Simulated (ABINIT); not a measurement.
TaF3 in ABINIT: the effect of functional

TaF3:

```xyz
4
Lattice="3.9012 0.0000 0.0000 0.0000 3.9012 0.0000 0.0000 0.0000 3.9012" Properties=species:S:1:pos:R:3 pbc="T T T"
Ta    0.0000    0.0000    0.0000
F     0.0000    0.0000    1.9506
F     0.0000    1.9506    0.0000
F     1.9506    0.0000    0.0000
```

Alike in all runs:

- Program: ABINIT 10.8.3 (patched build)
- Task: band structure
- Potentials or basis: JTH PAW PBE v2.0
- Cutoff: 762 eV
- k mesh: 7 × 7 × 7
- Occupations: fermi-dirac, width 0.05 eV
- Spin: no spin polarisation

```csv
functional,pressure (GPa)
LDA,14.8
PBEsol,19.9
RPBE,28.3
BLYP,28.0
AM05,20.4
r2SCAN,21.2
SCAN,19.2
revPBE,27.6
PW91,?
WC,20.3
```

Question: What does the run with functional PW91 give?

Answer: Pressure 24.2 GPa.

Caveats: the PAW data sets were made with another functional, which shifts forces and pressure a little; the atomic spheres overlap; a pressure of tens of GPa on the cell as given is suspect, and the run, the potentials or the cell itself is likely at fault (some runs).

Runs at the PBE level aren't shown here.
